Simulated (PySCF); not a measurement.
# Ti₂S: relaxation and vibrations of the septet

Aim: relax Ti₂S as a septet from a bent start, check by its vibrations whether the end is a minimum, and collect its spectrum and constants.

Computed with PySCF 2.14.0. Level: PBE, basis S def2-SVP, Ti def2-SVP, no relativity, density fitting.

**1. The starting structure**

3 atoms, charge 0, spin multiplicity 7.

Bond lengths: S1–Ti2 2.390 Å, S1–Ti3 2.390 Å. Angles: Ti2–S1–Ti3 110.0°.

```xyz
3
charge 0 multiplicity 7
S     0.0000    0.0000   -1.0280
Ti    1.9578    0.0000    0.3428
Ti   -1.9578    0.0000    0.3428
```

**2. Relaxing the septet from the bent start**

The steps below are one call of a driver around PySCF. For each, scf.py gives the equivalent set-up of the SCF; relaxations use the driver's own optimiser. Before each start the driver seeks the lowest SCF state from one or more starting densities and follows internal instabilities, so scf.py alone need not reach the same state.

The program finds C2v symmetry in the start, which this walk keeps. Threshold on the gradient: 0.0003 Eh/bohr, with a further test on the energy change.

File scf.py:

```python
from pyscf import gto, scf, dft
mol = gto.M(atom='''
S      0.000000     0.000000    -1.028046
Ti     1.957800    -0.000000     0.342754
Ti    -1.957800     0.000000     0.342754''',
    basis={'S': 'def2-SVP', 'Ti': 'def2-SVP'},
    charge=0, spin=6)
mf = dft.UKS(mol, xc='PBE')
mf.grids.atom_grid = (50, 194)
aux = {'S': 'def2-universal-JKFIT', 'Ti': 'def2-universal-JKFIT'}
mf = mf.density_fit(auxbasis=aux)
mf.kernel()
```

Energy and gradient, step by step:

```
step   energy (Eh)  change (kJ/mol)  largest symmetric gradient (Eh/bohr)
   0  -2096.060631             0.00                               0.02026
   1  -2096.063883            -8.54                               0.01488
   2  -2096.067204           -17.26                               0.00960
   3  -2096.068050           -19.48                               0.00874
   4  -2096.068933           -21.80                               0.00901
   5  -2096.069833           -24.16                               0.00863
   6  -2096.072765           -31.86                               0.01046
   7  -2096.073220           -33.05                               0.00388
   8  -2096.073358           -33.41                               0.00044
   9  -2096.073359           -33.42                               0.00002
```

The walk ran for 44 s (4 threads, shared host).

End point (C2v, 9 steps, 33.4 kJ/mol gained): S–Ti 2.273 Å (×2), Ti–Ti 3.053 Å; S–Ti–Ti 47.8° (×2), Ti–S–Ti 84.4°.

**3. Hessian and properties**

On the finer grid the gradient is checked again; gradients at displacements of ±0.01 bohr then give force constants and infrared intensities.

scf.py, as its differences from that of step 2:

```diff
@@ -3,3 +3,3 @@
-S      0.000000     0.000000    -1.028046
-Ti     1.957800    -0.000000     0.342754
-Ti    -1.957800     0.000000     0.342754''',
+S     -0.000000     0.000000    -1.267764
+Ti     1.520763    -0.000000     0.423488
+Ti    -1.520763     0.000000     0.423488''',
@@ -9 +9 @@
-mf.grids.atom_grid = (50, 194)
+mf.grids.atom_grid = (75, 302)
```

This SCF starts from the last density.

SCF at the final geometry:

```text
init E= -2096.07331635459
[... the frontier-level lines of each cycle are left out ...]
cycle= 1 E= -2096.07331635376  delta_E= 8.24e-10  |g|= 3.78e-05  |ddm|= 8.82e-05
cycle= 2 E= -2096.0733155426  delta_E= 8.11e-07  |g|= 0.00109  |ddm|= 0.00139
cycle= 3 E= -2096.07331635445  delta_E= -8.12e-07  |g|= 2.56e-05  |ddm|= 0.00135
cycle= 4 E= -2096.07331635497  delta_E= -5.19e-10  |g|= 2.93e-06  |ddm|= 4.12e-05
cycle= 5 E= -2096.073316355  delta_E= -3.64e-11  |g|= 2.8e-06  |ddm|= 2.17e-05
Extra cycle  E= -2096.07331635519  delta_E= -1.88e-10  |g|= 3.08e-06  |ddm|= 8.08e-05
converged SCF energy = -2096.07331635519  <S^2> = 12.042502  2S+1 = 7.0121328
```

The whole step took 56 s.

Geometry: C2v; S–Ti 2.274 Å (×2), Ti–Ti 3.042 Å; S–Ti–Ti 48.0° (×2), Ti–S–Ti 83.9°.

Harmonic modes (main isotopes):

```json
{"symmetry": "a1", "ω (cm⁻¹)": "117", "IR (km/mol)": "0.9"}
{"symmetry": "b2", "ω (cm⁻¹)": "288", "IR (km/mol)": "0.1"}
{"symmetry": "a1", "ω (cm⁻¹)": "424", "IR (km/mol)": "16.7"}
```

No imaginary mode, so this is a minimum.

Properties at this point:

```
Dipole moment                                                   : 3.10 D
Highest occupied level                                          : -2.79 eV
Lowest empty level                                              : -2.86 eV
Rotational constants                                            : 0.2458, 0.07601, 0.05806 cm⁻¹
Zero-point energy                                               : 5.0 kJ/mol
Principal polarisabilities                                      : 85.7, 104.3, 252.0 bohr³
Atomisation energy without zero-point energy                    : 767 kJ/mol
Principal traceless quadrupole moments about the centre of mass : -5.29, -2.36, 7.64 D Å
Entropy at 298.15 K and 1 bar (electronic part: spin only)      : 315.0 J/(mol K)
Heat capacity Cp at 298.15 K                                    : 54.4 J/(mol K)
Enthalpy at 298.15 K above 0 K                                  : 13.66 kJ/mol
Rotational symmetry number                                      : 2
Spin squared ⟨S²⟩                                               : 12.043
```

Charges (e) and bond orders:

```tsv
atom	Mulliken	Löwdin	polar tensor	spin (Mulliken)	Mayer order to S1
S1	-0.38	0.01	-0.35	-0.27	–
Ti2,3	0.19	-0.01	0.17	3.13	1.20
```

Outer orbital energies (eV). α occupied: -6.60, -5.94, -4.55, -3.54, -3.40, -3.22, -3.12, -2.79; empty: -2.65, -2.42, -2.40, -2.25. β occupied: -34.97, -34.86, -34.82, -34.80, -15.44, -6.38, -6.30, -5.79; empty: -2.86, -1.63, -1.61, -1.43.

Mulliken populations on S1: s 5.88, p 10.47, d 0.03.

**4. Summary of results**

| quantity | value |
| --- | --- |
| minimum | septet, C2v |
| geometry | S–Ti 2.274 Å (×2), Ti–Ti 3.042 Å; S–Ti–Ti 48.0° (×2), Ti–S–Ti 83.9° |
| wavenumbers (cm⁻¹) | 117 (a1), 288 (b2), 424 (a1) |
| dipole moment | 3.10 D |
| highest occupied, lowest empty level (either spin) | -2.79, -2.86 eV |
| polar-tensor charge of S1 | -0.35 e |
| zero-point energy | 5.0 kJ/mol |
| entropy at 298.15 K | 315.0 J/(mol K) |
| atomisation energy (no zero-point energy) | 767 kJ/mol |
| ⟨S²⟩ | 12.043 |

In words: The bent start keeps its C2v symmetry and ends in a minimum. An empty level of one spin lies below a filled level of the other, which hints that a lower spin is more stable. In the infrared the band at 424 cm⁻¹ (a1) leads. Other starts or spin states, not run here, may lie lower. One determinant may miss the lowest occupation of an open d or f shell.

The search up to here took 2.4 min.
